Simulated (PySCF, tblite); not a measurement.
# C4H5F5Si: geometry, infrared bands and NMR shifts

What infrared bands and NMR shifts should C4H5F5Si (`FC(F)=C(F)C[SiH2]C(F)F`) show?

The runs use tblite 0.8.0 and PySCF 2.14.0, with density-fitted response routines of our own; the level of theory stands in each step. All values are computed, except where a source is named. Atoms count from 0, in the outputs and in this text.

## Step 1: The starting structure

15 atoms, charge 0, multiplicity 1; geometry from: force field or distance geometry start.

Bonds of the start (Å): F0–C1 1.38, C1–F2 1.36, C1–C3 1.35, C3–F4 1.34, C3–C5 1.49, C5–Si6 1.85, Si6–C7 1.89, C7–F8 1.40, C7–F9 1.37, C5–H10 1.12, C5–H11 1.11, Si6–H12 1.48, Si6–H13 1.47, C7–H14 1.11.

## Step 2: Optimising the geometry with GFN2-xTB

What the job is given:

```
{"job": {"kind": "relax", "xc": "GFN2-xTB", "basis": "xTB"}, "charge": 0, "multiplicity": 1}
F     -2.622100    -0.910200     1.231800
C     -2.764100    -0.160900     0.075900
F     -3.982500    -0.021500    -0.514500
C     -1.668500     0.425200    -0.453500
F     -1.766100     1.156600    -1.573000
C     -0.384700     0.200800     0.275700
Si     0.922000    -0.630500    -0.733400
C      2.517900     0.349100    -0.444900
F      2.567600     0.527200     0.938700
F      3.596800    -0.339300    -0.920300
H     -0.018500     1.176100     0.688600
H     -0.582500    -0.436200     1.168500
H      1.185600    -1.989100    -0.209000
H      0.625300    -0.698600    -2.170400
H      2.369400     1.359400    -0.887800
```

Command:

```bash
$ OMP_NUM_THREADS=1 python probes_run.py task.json out
```

This one command runs all jobs of the session in turn.

**Question.** This job is followed by: GFN2-xTB harmonic vibrations, gas phase; GIAO PBE0/pcSseg-1 NMR shielding, non-relativistic, gas phase. What will the session give for the following? strongest single infrared mode (GFN2-xTB); zero-point energy (GFN2-xTB); ¹³C shifts against TMS (PBE0/pcSseg-1); ¹H shifts against TMS (PBE0/pcSseg-1, means over atoms taken as alike); ¹⁹F shifts against CFCl3 (PBE0/pcSseg-1, means over atoms taken as alike); ²⁹Si shifts against TMS (PBE0/pcSseg-1); surface potential, 1st and 99th percentile.

The runs gave:

| quantity | value |
| --- | --- |
| strongest single infrared mode (GFN2-xTB) | 702 cm⁻¹, 273 km/mol |
| zero-point energy (GFN2-xTB) | 51.9 kcal/mol |
| ¹³C shifts against TMS (PBE0/pcSseg-1) | 165.6, 135.8, 126.6, 12.4 ppm |
| ¹H shifts against TMS (PBE0/pcSseg-1, means over atoms taken as alike) | 6.52, 4.36, 2.12 ppm |
| ¹⁹F shifts against CFCl3 (PBE0/pcSseg-1, means over atoms taken as alike) | -106.7, -125.1, -151.6, -183.0 ppm |
| ²⁹Si shifts against TMS (PBE0/pcSseg-1) | -44.8 ppm |
| surface potential, 1st and 99th percentile | -0.79 V and 1.62 V |

What this shows: Over 129 steps the energy fell by 0.699 eV; of the close pairs, C5–Si6 changed most, 1.848 to 1.919 Å. All 39 modes are real, so the xTB geometry is a minimum. The strongest single mode, at 702 cm⁻¹, moves mainly H13 and H12. GFN2-xTB is a fitted tight-binding method: band positions and strengths are rough. Its intensities can rank the bands wrongly. The most deshielded hydrogen is H14 (hydrogen on an sp3 CH bonded to 2 F and Si), at 6.52 ppm: its carbon carries F, an electronegative neighbour. At PBE0/pcSseg-1: The largest span, 261 ppm, is at F8, F9, where the paramagnetic term is -150 ppm.
